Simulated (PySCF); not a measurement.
# HfH4: how settings move a single point

Which settings matter for HfH4? Each run alters one on purpose. The species was built from a template and needn't be a known compound.

Method: PBE, Hf def2-SVP with ECP60, H def2-SVP; scalar-relativistic core potentials, no spin–orbit coupling; program: PySCF 2.14.0.

1 further run of the same task is left out (for a known fault of the program).

### 1 Where the work starts

5 atoms, charge 0, spin multiplicity 1.

Bond lengths: Hf1–H2 1.854 Å, Hf1–H3 1.854 Å, Hf1–H4 1.854 Å, Hf1–H5 1.854 Å. Angles: H2–Hf1–H3 109.4°, H2–Hf1–H4 109.5°, H2–Hf1–H5 109.4°, H3–Hf1–H4 109.4°, H3–Hf1–H5 109.5°, H4–Hf1–H5 109.4°.

Geometry (Å):

```mol
H4Hf
  3D, bonds by distance, orders not assigned

  5  4  0  0  0  0  0  0  0  0999 V2000
    0.0000    0.0000    0.0000 Hf  0  0
    1.5143    0.0000    1.0693 H   0  0
   -0.0000    1.5143   -1.0693 H   0  0
   -1.5143   -0.0000    1.0693 H   0  0
    0.0000   -1.5143   -1.0693 H   0  0
  1  2  8  0
  1  3  8  0
  1  4  8  0
  1  5  8  0
M  END
```

Formal oxidation states: Hf +4. An earlier session relaxed this geometry at PBE, Hf def2-SVP with ECP60, H def2-SVP (singlet, point group Td).

The sound run used a (50, 194) grid (finer on f atoms), a threshold of 1e-8 and at most 55 cycles, and ended at -50.309722 Eh.

### 2 Try 1

File run.py (the lines that set the calculation):

```python
mol = gto.M(atom='''
Hf     0.00000     0.00000     0.00000
H      1.51431     0.00000     1.06929
H      0.00000     1.51431    -1.06929
H     -1.51431     0.00000     1.06929
H      0.00000    -1.51431    -1.06929''',
    basis={'Hf': 'def2-SVP', 'H': 'def2-SVP'},
    ecp={'Hf': 'def2-SVP'},
    charge=0, spin=0)
mf = dft.RKS(mol, xc='PBE')
mf.grids.atom_grid = (40, 110)
mf = mf.density_fit()  # fitting sets: Hf def2-universal-JKFIT, H def2-universal-JKFIT
mf.conv_tol = 1e-08; mf.max_cycle = 55
mf.kernel(dm0)  # dm0: free metal ions and neutral atoms
```

On the command line:

```console
> OMP_NUM_THREADS=2 python run.py
```

Standard output:

```text
init E= -49.8955868694543
  HOMO = -0.249543268434797  LUMO = -0.138000239509593  gap/eV = 3.03524
cycle= 1 E= -50.2655247453046  delta_E= -0.37  |g|= 0.312  |ddm|= 2.18
  HOMO = -0.238216361763491  LUMO = -0.040855096895009  gap/eV = 5.37047
cycle= 2 E= -50.2120821754257  delta_E= 0.0534  |g|= 0.471  |ddm|=  1.3
  HOMO = -0.264078931437642  LUMO = -0.115604941962774  gap/eV = 4.04018
cycle= 3 E= -50.3096602510197  delta_E= -0.0976  |g|= 0.017  |ddm|= 0.788
  HOMO = -0.258580368656038  LUMO = -0.112325924055687  gap/eV = 3.97979
cycle= 4 E= -50.309791973837  delta_E= -0.000132  |g|= 0.00302  |ddm|= 0.031
  HOMO = -0.259886637642413  LUMO = -0.113563426620902  gap/eV = 3.98166
cycle= 5 E= -50.3097969467563  delta_E= -4.97e-06  |g|= 0.000291  |ddm|= 0.00706
  HOMO = -0.259792984855012  LUMO = -0.113461978952638  gap/eV = 3.98187
cycle= 6 E= -50.3097969880627  delta_E= -4.13e-08  |g|= 4.52e-06  |ddm|= 0.000571
  HOMO = -0.25979300905335  LUMO = -0.113462408929713  gap/eV = 3.98186
cycle= 7 E= -50.3097969880725  delta_E= -9.79e-12  |g|= 1.48e-07  |ddm|= 9.25e-06
  HOMO = -0.259792995650741  LUMO = -0.113462409029808  gap/eV = 3.98186
Extra cycle  E= -50.309796988072  delta_E= 4.41e-13  |g|= 2.88e-08  |ddm|= 3.75e-07
converged SCF energy = -50.309796988072
```

Run time: 0.7 s. Hardware: 2 threads of Arm Neoverse V1, shared host.

Changed: the integration grid, to (40, 110). It converges in 7 cycles, -0.002 eV from the sound run, with a largest force component of 0.01 eV/Å. The result survives the change.

### 3 Try 2

run.py (the lines that set the calculation): that of step 2 with these lines changed.

```diff
@@ -10,5 +10,5 @@
 mf = dft.RKS(mol, xc='PBE')
-mf.grids.atom_grid = (40, 110)
+mf.grids.atom_grid = (50, 194)
 mf = mf.density_fit()  # fitting sets: Hf def2-universal-JKFIT, H def2-universal-JKFIT
-mf.conv_tol = 1e-08; mf.max_cycle = 55
+mf.conv_tol = 0.001; mf.max_cycle = 55
 mf.kernel(dm0)  # dm0: free metal ions and neutral atoms
```

On the command line:

```console
> OMP_NUM_THREADS=2 python run.py
```

Standard output:

```text
init E= -49.8955629047483
  HOMO = -0.249542973006385  LUMO = -0.137995540575988  gap/eV = 3.03536
cycle= 1 E= -50.2653566112267  delta_E= -0.37  |g|= 0.313  |ddm|= 2.18
  HOMO = -0.238191196544039  LUMO = -0.0409286172057141  gap/eV = 5.36779
cycle= 2 E= -50.2118146528035  delta_E= 0.0535  |g|= 0.471  |ddm|=  1.3
  HOMO = -0.264068121665745  LUMO = -0.115709386409478  gap/eV = 4.03705
cycle= 3 E= -50.3095849163248  delta_E= -0.0978  |g|= 0.017  |ddm|= 0.789
  HOMO = -0.258556141753529  LUMO = -0.112427118667965  gap/eV = 3.97637
cycle= 4 E= -50.3097169062996  delta_E= -0.000132  |g|= 0.00303  |ddm|= 0.031
  HOMO = -0.260440921915816  LUMO = -0.114528842680317  gap/eV = 3.97047
Extra cycle  E= -50.309712831694  delta_E= 4.07e-06  |g|= 0.00462  |ddm|= 0.0137
converged SCF energy = -50.309712831694
```

It took 0.9 s on 2 threads of Arm Neoverse V1, shared host.

Changed: the SCF threshold (0.001). It converges in 4 cycles, at the sound run's energy within 0.001 eV, with a largest force component of 0.00 eV/Å. The result survives the change.

### 4 Try 3

run.py (the lines that set the calculation): that of step 3 with these lines changed.

```diff
@@ -5,3 +5,3 @@
 H     -1.51431     0.00000     1.06929
-H      0.00000    -1.51431    -1.06929''',
+H      0.00000    -0.65350    -0.46145''',
     basis={'Hf': 'def2-SVP', 'H': 'def2-SVP'},
@@ -12,3 +12,3 @@
 mf = mf.density_fit()  # fitting sets: Hf def2-universal-JKFIT, H def2-universal-JKFIT
-mf.conv_tol = 0.001; mf.max_cycle = 55
+mf.conv_tol = 1e-08; mf.max_cycle = 73
 mf.kernel(dm0)  # dm0: free metal ions and neutral atoms
```

On the command line:

```console
> OMP_NUM_THREADS=2 python run.py
```

Standard output:

```text
init E= -47.3040394926083
  HOMO = -0.220750674835835  LUMO = -0.118126550743085  gap/eV = 2.79254
cycle= 1 E= -49.1293160414193  delta_E= -1.83  |g|= 0.322  |ddm|= 2.93
  HOMO = -0.190891921447387  LUMO = -0.0728447964872676  gap/eV = 3.21223
cycle= 2 E= -49.1089712659085  delta_E= 0.0203  |g|= 0.402  |ddm|= 1.58
  HOMO = -0.253146365620793  LUMO = -0.120793003087593  gap/eV = 3.60152
cycle= 3 E= -49.1664242017124  delta_E= -0.0575  |g|= 0.0552  |ddm|= 1.05
  HOMO = -0.242004912664436  LUMO = -0.107145477583415  gap/eV = 3.66971
cycle= 4 E= -49.1672536772186  delta_E= -0.000829  |g|= 0.0202  |ddm|= 0.119
  HOMO = -0.241765196757971  LUMO = -0.109585255765948  gap/eV = 3.59680
cycle= 5 E= -49.1674095034858  delta_E= -0.000156  |g|= 0.00644  |ddm|= 0.0481
  HOMO = -0.242506382318746  LUMO = -0.109661149642474  gap/eV = 3.61490
cycle= 6 E= -49.167424862958  delta_E= -1.54e-05  |g|= 0.000421  |ddm|= 0.0115
  HOMO = -0.242413005593454  LUMO = -0.109547195268123  gap/eV = 3.61546
cycle= 7 E= -49.1674249465204  delta_E= -8.36e-08  |g|= 1.16e-05  |ddm|= 0.000861
  HOMO = -0.242416586262761  LUMO = -0.109550142264087  gap/eV = 3.61548
cycle= 8 E= -49.1674249465765  delta_E= -5.62e-11  |g|= 2.08e-06  |ddm|= 2.92e-05
  HOMO = -0.242416115148835  LUMO = -0.109550428124421  gap/eV = 3.61546
Extra cycle  E= -49.167424946574  delta_E= 2.54e-12  |g|= 3.33e-06  |ddm|= 8.74e-06
converged SCF energy = -49.167424946574
```

It took 1.1 s on 2 threads of Arm Neoverse V1, shared host.

Changed: one atom's place (atom 5 put 0.8 Å from the metal); the cycle limit is 73. It converges in 8 cycles, +31.083 eV from the sound run, with a largest force component of 107.80 eV/Å. The setting is unsound, so these numbers aren't the compound's.

### 5 Try 4

File run.py (the lines that set the calculation):

```python
mol = gto.M(atom='''
Hf     0.00000     0.00000     0.00000
H      1.51431     0.00000     1.06929
H      0.00000     1.51431    -1.06929
H     -1.51431     0.00000     1.06929
H      0.00000    -1.51431    -1.06929''',
    basis={'Hf': 'def2-SVP', 'H': 'def2-SVP'},
    ecp={'Hf': 'def2-SVP'},
    charge=0, spin=0)
mf = dft.RKS(mol, xc='PBE')
mf.grids.atom_grid = (50, 194)
mf = mf.density_fit()  # fitting sets: Hf def2-universal-JKFIT, H def2-universal-JKFIT
mf.conv_tol = 1e-08; mf.max_cycle = 55
mf.kernel(dm0)  # dm0: smeared density
```

On the command line:

```console
> OMP_NUM_THREADS=2 python run.py
```

Standard output:

```text
init E= -50.2351283612994
  HOMO = -0.26568964522952  LUMO = -0.113171979030693  gap/eV = 4.15022
cycle= 1 E= -50.3074666819581  delta_E= -0.0723  |g|= 0.0742  |ddm|= 0.23
  HOMO = -0.263935592436433  LUMO = -0.129307338983051  gap/eV = 3.66342
cycle= 2 E= -50.3024021169984  delta_E= 0.00506  |g|= 0.135  |ddm|= 0.304
  HOMO = -0.25738058516951  LUMO = -0.111311713223241  gap/eV = 3.97474
cycle= 3 E= -50.309700758471  delta_E= -0.0073  |g|= 0.00643  |ddm|= 0.213
  HOMO = -0.259820765151718  LUMO = -0.113620890083278  gap/eV = 3.97830
cycle= 4 E= -50.3097219419721  delta_E= -2.12e-05  |g|= 0.000147  |ddm|= 0.0134
  HOMO = -0.259773887397268  LUMO = -0.113572544780362  gap/eV = 3.97834
cycle= 5 E= -50.3097219520839  delta_E= -1.01e-08  |g|= 7.31e-06  |ddm|= 0.000321
  HOMO = -0.259770794396841  LUMO = -0.113569516311482  gap/eV = 3.97834
cycle= 6 E= -50.3097219521071  delta_E= -2.32e-11  |g|= 9.76e-07  |ddm|= 1.35e-05
  HOMO = -0.259770501071286  LUMO = -0.113568981604981  gap/eV = 3.97835
Extra cycle  E= -50.3097219521061  delta_E= 1.05e-12  |g|= 1.92e-06  |ddm|= 4.94e-06
converged SCF energy = -50.3097219521061
```

Wall time 0.9 s (2 threads of Arm Neoverse V1, shared host).

Changed: the starting guess (smeared density). It converges in 6 cycles, at the sound run's energy within 0.001 eV, with a largest force component of 0.00 eV/Å. The result survives the change.

### 6 Try 5

File run.py (the lines that set the calculation):

```python
mol = gto.M(atom='''
Hf     0.00000     0.00000     0.00000
H      1.69603     0.00000     1.19761
H      0.00000     1.69603    -1.19761
H     -1.69603     0.00000     1.19761
H      0.00000    -1.69603    -1.19761''',
    basis={'Hf': 'def2-SVP', 'H': 'def2-SVP'},
    ecp={'Hf': 'def2-SVP'},
    charge=0, spin=0)
mf = dft.RKS(mol, xc='PBE')
mf.grids.atom_grid = (50, 194)
mf = mf.density_fit()  # fitting sets: Hf def2-universal-JKFIT, H def2-universal-JKFIT
mf.conv_tol = 1e-08; mf.max_cycle = 55
mf.kernel(dm0)  # dm0: free metal ions and neutral atoms
```

On the command line:

```console
> OMP_NUM_THREADS=2 python run.py
```

Standard output:

```text
init E= -49.7820967653308
  HOMO = -0.24397781870761  LUMO = -0.172380972851696  gap/eV = 1.94825
cycle= 1 E= -50.0899044937618  delta_E= -0.308  |g|= 0.639  |ddm|=  2.4
  HOMO = -0.231709062570877  LUMO = -0.00297332360354028  gap/eV = 6.22422
cycle= 2 E= -49.900533293447  delta_E= 0.189  |g|= 0.85  |ddm|= 2.44
  HOMO = -0.260749459526375  LUMO = -0.136553773749013  gap/eV = 3.37954
cycle= 3 E= -50.2774068065084  delta_E= -0.377  |g|= 0.0263  |ddm|= 1.57
  HOMO = -0.256357473579153  LUMO = -0.135128259670762  gap/eV = 3.29881
cycle= 4 E= -50.2776970626779  delta_E= -0.00029  |g|= 0.00341  |ddm|= 0.0414
  HOMO = -0.258108676493338  LUMO = -0.136457685052131  gap/eV = 3.31029
cycle= 5 E= -50.2777029509692  delta_E= -5.89e-06  |g|= 0.00131  |ddm|= 0.00873
  HOMO = -0.25778536841407  LUMO = -0.136091494294494  gap/eV = 3.31146
cycle= 6 E= -50.2777037549828  delta_E= -8.04e-07  |g|= 0.000173  |ddm|= 0.00213
  HOMO = -0.257776526654138  LUMO = -0.136068489420398  gap/eV = 3.31184
cycle= 7 E= -50.2777037700778  delta_E= -1.51e-08  |g|= 5.27e-06  |ddm|= 0.000276
  HOMO = -0.257776588347253  LUMO = -0.13606803351181  gap/eV = 3.31186
cycle= 8 E= -50.2777037700906  delta_E= -1.28e-11  |g|= 1.01e-06  |ddm|= 9.43e-06
  HOMO = -0.257776755781866  LUMO = -0.136068499144165  gap/eV = 3.31185
Extra cycle  E= -50.2777037700882  delta_E= 2.43e-12  |g|= 2.5e-06  |ddm|= 5.37e-06
converged SCF energy = -50.2777037700882
```

Wall time 0.9 s (2 threads of Arm Neoverse V1, shared host).

Changed: the scale of all coordinates (1.12). It converges in 8 cycles, +0.871 eV from the sound run, with a largest force component of 1.41 eV/Å. The setting is unsound, so these numbers aren't the compound's.

### 7 Try 6

File run.py (the lines that set the calculation):

```python
mol = gto.M(atom='''
Hf     0.00000     0.00000     0.00000
H      1.51431     0.00000     1.06929
H      0.00000     1.51431    -1.06929
H     -1.51431     0.00000     1.06929
H      0.00000    -1.51431    -1.06929''',
    basis={'Hf': 'def2-SVP', 'H': 'def2-SVP'},
    ecp={'Hf': 'def2-SVP'},
    charge=0, spin=0)
mf = dft.RKS(mol, xc='PBE')
mf.grids.atom_grid = (50, 194)
mf = mf.density_fit()  # fitting sets: Hf def2-universal-JKFIT, H def2-universal-JKFIT
mf.conv_tol = 1e-08; mf.max_cycle = 79
mf.kernel(dm0)  # dm0: core Hamiltonian
```

On the command line:

```console
> OMP_NUM_THREADS=2 python run.py
```

Standard output:

```text
init E= -43.295555861346
  HOMO = 0.0831045407057105  LUMO = 0.124860558097927  gap/eV = 1.13624
cycle= 1 E= -30.4794092022856  delta_E= 12.8  |g|= 4.28  |ddm|= 15.8
cycle= 2 E= -43.5265947388361  delta_E=  -13  |g|= 3.03  |ddm|= 15.7
  HOMO = -0.458390344335292  LUMO = -0.293630662877168  gap/eV = 4.48334
cycle= 3 E= -50.2610255886233  delta_E= -6.73  |g|= 0.324  |ddm|= 6.75
  HOMO = -0.232909282830862  LUMO = -0.0947105071468428  gap/eV = 3.76058
cycle= 4 E= -50.3068470496341  delta_E= -0.0458  |g|= 0.0715  |ddm|= 0.849
  HOMO = -0.260886137461197  LUMO = -0.11419655031178  gap/eV = 3.99163
cycle= 5 E= -50.3097070115267  delta_E= -0.00286  |g|= 0.00588  |ddm|= 0.145
  HOMO = -0.259549172786889  LUMO = -0.113601076788034  gap/eV = 3.97145
cycle= 6 E= -50.3097197157793  delta_E= -1.27e-05  |g|= 0.00218  |ddm|= 0.0128
  HOMO = -0.259736383628585  LUMO = -0.113517726227416  gap/eV = 3.97881
cycle= 7 E= -50.3097219162741  delta_E= -2.2e-06  |g|= 0.000287  |ddm|= 0.00402
  HOMO = -0.259765543622247  LUMO = -0.113557858948593  gap/eV = 3.97851
cycle= 8 E= -50.3097219505352  delta_E= -3.43e-08  |g|= 6.12e-05  |ddm|= 0.000385
  HOMO = -0.259770024741506  LUMO = -0.1135673814959  gap/eV = 3.97838
cycle= 9 E= -50.3097219520018  delta_E= -1.47e-09  |g|= 1.63e-05  |ddm|= 7.6e-05
  HOMO = -0.259772418889804  LUMO = -0.113573476860514  gap/eV = 3.97828
Extra cycle  E= -50.3097219517503  delta_E= 2.52e-10  |g|= 2.95e-05  |ddm|= 7.15e-05
converged SCF energy = -50.3097219517503
```

Run time: 0.9 s. Hardware: 2 threads of Arm Neoverse V1, shared host.

Changed: the starting guess (bare core Hamiltonian); the cycle limit is 79. It converges in 9 cycles, at the sound run's energy within 0.001 eV, with a largest force component of 0.00 eV/Å. The result survives the change.

### 8 Results

| run | changed | ending | energy change (eV) | cycles | time | usable |
| --- | --- | --- | --- | --- | --- | --- |
| 1 | the integration grid | converged | -0.002 | 7 | 0.7 s | yes |
| 2 | the SCF threshold | converged | 0.000 | 4 | 0.9 s | yes |
| 3 | one atom's place | converged | +31.083 | 8 | 1.1 s | no |
| 4 | the starting guess | converged | 0.000 | 6 | 0.9 s | yes |
| 5 | the scale of all coordinates | converged | +0.871 | 8 | 0.9 s | no |
| 6 | the starting guess | converged | 0.000 | 9 | 0.9 s | yes |

4 of 6 altered runs give a usable result. 2 ended normally with numbers unfit to quote.
